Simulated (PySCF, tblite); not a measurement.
# C7H8O: geometry, infrared bands and NMR shifts

What infrared bands and NMR shifts should C7H8O (`CC/C=C\C#CC=O`) show?

Computed with tblite 0.8.0 and PySCF 2.14.0, with density-fitted response routines of our own, on a single molecule in the gas phase. Atoms count from 0, in the outputs and in this text.

**1. Starting geometry**

16 atoms, charge 0, multiplicity 1; geometry from: force field or distance geometry start.

Bonds of the start (Å): C0–C1 1.51, C1–C2 1.50, C2–C3 1.33, C3–C4 1.43, C4–C5 1.20, C5–C6 1.44, C6–O7 1.23, C0–H8 1.10, C0–H9 1.10, C0–H10 1.09, C1–H11 1.10, C1–H12 1.10, C2–H13 1.09, C3–H14 1.08, C6–H15 1.11.

**2. Geometry optimisation with GFN2-xTB**

What the job is given:

```
{"job": {"kind": "relax", "xc": "GFN2-xTB", "basis": "xTB"}, "charge": 0, "multiplicity": 1}
C     -2.325800     0.176300    -0.950400
C     -1.401600     0.422100     0.214400
C     -0.361600     1.463000    -0.098700
C      0.956800     1.312300    -0.198700
C      1.617100     0.061700     0.014800
C      2.183000    -0.981700     0.168500
C      2.864800    -2.233300     0.364800
O      4.087000    -2.313200     0.284200
H     -2.853500     1.095000    -1.231800
H     -3.091500    -0.571500    -0.680900
H     -1.789500    -0.187100    -1.826800
H     -1.981700     0.754300     1.090800
H     -0.940000    -0.531000     0.522300
H     -0.762600     2.466000    -0.276900
H      1.577900     2.171200    -0.428600
H      2.213500    -3.095100     0.612100
```

Started as:

```console
> OMP_NUM_THREADS=1 python probes_run.py task.json out
```

This one command runs all jobs of the session in turn.

**Question.** This job is followed by: GFN2-xTB harmonic vibrations, gas phase; GIAO PBE0/pcSseg-1 NMR shielding, non-relativistic, gas phase. What will the session give for the following? strongest single infrared mode (GFN2-xTB); zero-point energy (GFN2-xTB); 13C shifts against TMS (PBE0/pcSseg-1); 1H shifts against TMS (PBE0/pcSseg-1, means over atoms taken as alike); 17O shifts against H2O (PBE0/pcSseg-1).

**Answer**, as computed:

| quantity | value |
| --- | --- |
| strongest single infrared mode (GFN2-xTB) | 1730 cm⁻¹, 467 km/mol |
| zero-point energy (GFN2-xTB) | 78.3 kcal/mol |
| 13C shifts against TMS (PBE0/pcSseg-1) | 179.9, 169.2, 113.2, 101.8, 97.7, 30.6, 15.6 ppm |
| 1H shifts against TMS (PBE0/pcSseg-1, means over atoms taken as alike) | 9.75, 6.81, 5.99, 2.70, 1.15 ppm |
| 17O shifts against H2O (PBE0/pcSseg-1) | 741.8 ppm |

In words: Over 50 steps the energy fell by 0.112 eV; of the close pairs, C3–C4 changed most, 1.430 to 1.403 Å. All 42 modes are real, so the xTB geometry is a minimum. The strongest single mode, at 1730 cm⁻¹, moves mainly C6 and O7. GFN2-xTB is a fitted tight-binding method: band positions and strengths are rough. Its intensities can rank the bands wrongly. C6 (aldehyde carbonyl carbon) lies farthest downfield among carbon, at 179.9 ppm; the double bond to the heteroatom, with no lone-pair donor beside it, deshields it most. H15 (hydrogen on an aldehyde carbonyl carbon) lies farthest downfield among hydrogen, at 9.75 ppm; the C=O anisotropy and electron withdrawal place aldehyde protons far downfield. At PBE0/pcSseg-1: Shielding is most anisotropic at O7 (span 1535 ppm, paramagnetic term -799 ppm).
